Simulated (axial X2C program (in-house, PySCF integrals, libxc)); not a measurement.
**GeN: properties at the nuclei**

Aim: properties at the nuclei of GeN, with spin–orbit coupling in the Hamiltonian from the start.

Computed with an in-house X2C program for linear molecules on PySCF integrals. Level: two-component X2C with atomic mean-field terms, Ge dyall-cv3z, N dyall-av3z.

All values are calculated.

## (1) Set-up

Input file task.json:

```json
{"zs": [32, 7], "q": 0, "bas": ["dyall-cv3z", "dyall-av3z"], "r0": 1.71, "levels": ["PBE0", "HF", "r2SCAN", "BP86", "PBE"], "nst": 3}
```

Keys: zs atomic numbers; q charge; bas basis sets; r0 starting distance in Å; levels methods (HF also brings MP2); nst determinants followed.

Command:

```bash
python soeom.py task.json out
```

After this run come: Expectation values, lowest determinant; Expectation values, a higher determinant.

What does the calculation give? Wanted: lowest determinant; Eeff magnitude; Ws magnitude Ge; A∥/gI Ge; qzz Ge; higher determinant (for each run or level that gives them).

**Answer**, as computed:

| quantity | value |
| --- | --- |
| lowest determinant | Ω = 3/2 (excess of +ω over −ω: ω = 3/2) |
| Eeff magnitude (GV/cm), PBE0 | 0.0629 |
| Ws magnitude Ge (kHz), PBE0 | 0.0235 |
| A∥/gI Ge (MHz), PBE0 | 169 |
| qzz Ge (a.u.), PBE0 | -5.02 |
| higher determinant | Ω = 1/2 (excess of +ω over −ω: ω = 1/2) |
| Eeff magnitude (GV/cm), PBE0, higher determinant | 1.1 |
| Ws magnitude Ge (kHz), PBE0, higher determinant | 0.989 |
| A∥/gI Ge (MHz), PBE0, higher determinant | 13.6 |
| qzz Ge (a.u.), PBE0, higher determinant | -1.10 |

In words: In the first state, the effective field runs from 0.015 to 0.532 GV/cm over the mean-field levels, so the levels don't agree on it. The expectation values come from single determinants, which for open shells can mix terms of unlike spin or miss the lowest Ω, so a determinant need not be a state. Eeff is the effective electric field on the electron dipole moment in this Ω state and Ws the scalar–pseudoscalar constant (defined with the proton number Z and per Ω); A∥ is the parallel hyperfine constant, which follows by multiplying with the nuclear g factor gI = μI/(I μN); qzz is the electric field gradient, eQq0 = 234.96 MHz × Q/barn × qzz; μ is positive if N is the positive end. The operators were transformed with the bare-nucleus X2C matrices. A second determinant lies within 0.1 eV of the first, so their order is not settled at this level.
